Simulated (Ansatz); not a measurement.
YbH3:

```
Yb H
1.0
     0.00000    2.60497    2.60497
     2.60497    0.00000    2.60497
     2.60497    2.60497    0.00000
Yb H
1 3
Direct
  0.00000 0.00000 0.00000
  0.50000 0.50000 0.50000
  0.25000 0.25000 0.25000
  0.75000 0.75000 0.75000
```

The cell comes from a database or a generator and needn't be the stable form of this composition.

Base run:

```yaml
Program: Ansatz 0.2.0
Functional: PBE
Potentials_or_basis: Ansatz PAW
Cutoff: 420 eV
Density_cutoff: 1680 eV
k_mesh: 9 × 9 × 9
Occupations: fermi-dirac, width 0.05 eV
Spin: collinear spin, ferromagnetic start
Starting_moments: "[1.0, 0.0, 0.0, 0.0] μB"
```

Its results: band gap on the k mesh none (metal or under the smearing width); pressure -5.4 GPa; net moment 0.17 μB per cell; site moments Yb +0.16; H +0.00 μB.

Task: The run is repeated on the same cell with these changes: hubbard terms from none to Yb f U = 1 eV; hubbard projectors from none to ortho-atomic (the default). What comes out?

Result: Band gap on the k mesh none (metal or under the smearing width); pressure -4.9 GPa; net moment 0.15 μB per cell; site moments Yb +0.14; H +0.00 μB.

Caveats: spin-orbit coupling is left out, which moves the levels of the heavy elements; without U or exact exchange the open f shell lies at the Fermi level, which spoils levels, moments and volumes (some runs); the magnetic or orbital state may not be the lowest (some runs).

Not every run made on this cell is shown here.
